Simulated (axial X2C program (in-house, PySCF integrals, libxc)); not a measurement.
# SrP⁺: properties at the nuclei

Aim: properties at the nuclei of SrP⁺, with spin–orbit coupling in the Hamiltonian from the start.

Computed with an in-house X2C program for linear molecules on PySCF integrals. Level: two-component X2C with atomic mean-field terms, Sr dyall-cv3z, P dyall-v3z.

All values are calculated.

### Step 1. Set-up

Contents of task.json:

```json
{"zs": [38, 15], "q": 1, "bas": ["dyall-cv3z", "dyall-v3z"], "r0": 2.59, "levels": ["PBE0", "HF", "BHandHLYP", "LDA", "PBE"], "nst": 3}
```

Keys: zs atomic numbers; q charge; bas basis sets; r0 starting distance in Å; levels methods (HF also brings MP2); nst determinants followed.

Launch:

```sh
python soeom.py task.json out
```

Nuclei are Gaussian, cores are contracted, and the Gaunt term is on.

### Step 2. Expectation values, lowest determinant

R = 2.800 Å. State: Ω = 1 (excess of +ω over −ω: ω = -1/2, ω = 3/2).

Output of the PBE0 run:

```text
two-component X2C + atomic mean field  PBE0
basis functions 179  fitting functions 975  grid points 5084
iter        total energy     max residual
   1      -3519.570686600     2.70e-05
   2      -3519.570686611     1.68e-05
   3      -3519.570686618     9.73e-06
converged
one-electron -5073.09372811  Coulomb 1575.81649096  exact exchange -31.63694149  xc functional -97.00265062  nuclear repulsion 107.72536079  atomic mean-field constant -1.37921815
```

The highest occupied spinor is 69% P p, 17% Sr s, 9% Sr d.

```
    level  Eeff magnitude (GV/cm)  Ws magnitude Sr (kHz)  A∥/gI Sr (MHz)  qzz Sr (a.u.)  A∥/gI P (MHz)  qzz P (a.u.)
     PBE0                  0.0767                 0.0204            -160          -0.78           -176         -1.75
       HF                   0.223                 0.0904            -139          -0.81           -150         -1.85
BHandHLYP                   0.134                 0.0476            -184          -0.78           -145         -1.75
      LDA                  0.0237                0.00498            -233          -0.88           -150         -1.73
      PBE                  0.0203                0.00614            -184          -0.82           -180         -1.71
```

Eeff is the effective electric field on the electron dipole moment in this Ω state and Ws the scalar–pseudoscalar constant (defined with the proton number Z and per Ω); A∥ is the parallel hyperfine constant, which follows by multiplying with the nuclear g factor gI = μI/(I μN); qzz is the electric field gradient, eQq0 = 234.96 MHz × Q/barn × qzz. The operators were transformed with the bare-nucleus X2C matrices.

### Step 3. Expectation values, a higher determinant

R = 2.800 Å. State: Ω = 2 (excess of +ω over −ω: ω = 1/2, ω = 3/2), 0.75 eV above the lowest in the PBE0 search for states (made at or near this distance, with looser thresholds).

Output of the PBE0 run:

```text
two-component X2C + atomic mean field  PBE0
basis functions 179  fitting functions 975  grid points 5084
iter        total energy     max residual
   1      -3519.543182052     6.27e-05
   2      -3519.543182053     1.79e-05
   3      -3519.543182056     9.82e-06
converged
one-electron -5072.58905029  Coulomb 1575.31599773  exact exchange -31.63098993  xc functional -96.98528221  nuclear repulsion 107.72536079  atomic mean-field constant -1.37921815
```

The highest occupied spinor is 75% P p, 18% Sr d, 4% Sr p.

```
    level  Eeff magnitude (GV/cm)  Ws magnitude Sr (kHz)  A∥/gI Sr (MHz)  qzz Sr (a.u.)  A∥/gI P (MHz)  qzz P (a.u.)
     PBE0                    1.33                   0.28             222          -0.52            154          1.15
       HF                     1.4                  0.286             178          -0.56            152          0.99
BHandHLYP                    1.48                  0.319             224          -0.53            155          1.10
      LDA                    1.25                  0.264             257          -0.55            173          1.19
      PBE                    1.25                  0.264             242          -0.55            156          1.17
```

### Step 4. Expectation values, a higher determinant

R = 2.800 Å. State: Ω = 0 (closed shell), 0.91 eV above the lowest in the PBE0 search for states (made at or near this distance, with looser thresholds).

Output of the PBE0 run:

```text
two-component X2C + atomic mean field  PBE0
basis functions 179  fitting functions 975  grid points 5084
iter        total energy     max residual
   1      -3519.537185440     2.62e-05
   2      -3519.537185440     1.09e-05
   3      -3519.537185441     1.11e-06
converged
one-electron -5073.08236279  Coulomb 1575.79336191  exact exchange -31.62287896  xc functional -96.97144824  nuclear repulsion 107.72536079  atomic mean-field constant -1.37921815
```

The highest occupied spinor is 82% P p, 11% Sr d, 4% Sr p.

```
    level  qzz Sr (a.u.)  qzz P (a.u.)
     PBE0          -0.80         -2.01
       HF          -0.84         -2.19
BHandHLYP          -0.80         -2.06
      LDA          -0.89         -1.99
      PBE          -0.84         -1.97
```

### Step 5. What came out

```
                                        quantity                                            value
                              lowest determinant  Ω = 1 (excess of +ω over −ω: ω = -1/2, ω = 3/2)
                    Eeff magnitude (GV/cm), PBE0                                           0.0767
                     Ws magnitude Sr (kHz), PBE0                                           0.0204
                            A∥/gI Sr (MHz), PBE0                                             -160
                             qzz Sr (a.u.), PBE0                                            -0.78
                              higher determinant   Ω = 2 (excess of +ω over −ω: ω = 1/2, ω = 3/2)
Eeff magnitude (GV/cm), PBE0, higher determinant                                             1.33
 Ws magnitude Sr (kHz), PBE0, higher determinant                                             0.28
        A∥/gI Sr (MHz), PBE0, higher determinant                                              222
         qzz Sr (a.u.), PBE0, higher determinant                                            -0.52
                              higher determinant                             Ω = 0 (closed shell)
         qzz Sr (a.u.), PBE0, higher determinant                                            -0.80
          qzz P (a.u.), PBE0, higher determinant                                            -2.01
```

In the first state, the effective field runs from 0.0203 to 0.223 GV/cm over the mean-field levels, so the levels don't agree on it. The expectation values come from single determinants, which for open shells can mix terms of unlike spin or miss the lowest Ω, so a determinant need not be a state. Eeff is the effective electric field on the electron dipole moment in this Ω state and Ws the scalar–pseudoscalar constant (defined with the proton number Z and per Ω); A∥ is the parallel hyperfine constant, which follows by multiplying with the nuclear g factor gI = μI/(I μN); qzz is the electric field gradient, eQq0 = 234.96 MHz × Q/barn × qzz. The operators were transformed with the bare-nucleus X2C matrices.
